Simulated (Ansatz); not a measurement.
Input of an Ansatz 0.2.0 run:

Contents of input.yaml:

```yaml
crystal:
  lattice:
    - [-1.89227, 2.67212, 12.28423]
    - [1.89227, -2.67212, 12.28423]
    - [1.89227, 2.67212, -12.28423]
  atoms:
    - { symbol: Hf, position: [0.92095, 0.92095, 0.0] }
    - { symbol: Hf, position: [0.07905, 0.07905, 0.0] }
    - { symbol: Pd, position: [0.68332, 0.68332, 0.0] }
    - { symbol: Pd, position: [0.31668, 0.31668, 0.0] }
    - { symbol: Se, position: [0.61777, 0.11777, 0.5] }
    - { symbol: Se, position: [0.38223, 0.88223, 0.5] }
    - { symbol: Br, position: [0.7866, 0.7866, 0.0] }
    - { symbol: Br, position: [0.2134, 0.2134, 0.0] }
    - { symbol: O, position: [0.90121, 0.40121, 0.5] }
    - { symbol: O, position: [0.09879, 0.59879, 0.5] }
    - { symbol: O, position: [0.0, 0.0, 0.0] }
hamiltonian:
  xc: r2scan
  pseudopotentials: { kind: paw }
  dispersion: rvv10
kpoints:
  mp_grid: { grid: [6, 6, 6] }
scf:
  occupations: { method: fermi_dirac, width: 0.05 }
output:
  forces: true
  stress: true
  eigenvalues: true
relax:
  f_tol: 0.01
  max_steps: 40
  cell: { stress_tol: 0.05 }
```

Potentials or basis: Ansatz PAW.

Run with:

```sh
$ ansatz run input.yaml --threads 8 --pin off --max-ram 20480MiB --backend cpu --events-out ev --progress --plain --runs-dir out
```

(1) What does it give for the band gap on the k mesh?

(2) What does it give for the space group after relaxing (to 0.05 Å)?

(3) Estimate the relaxed volume.

## Answers

(1) none (metal or under the smearing width).

(2) Immm (No. 71).

(3) 21.70 Å³/atom.

Caveat: the PAW data sets come from PBE, with cores solved anew for the run's functional, which leaves a small shift of forces and pressure.
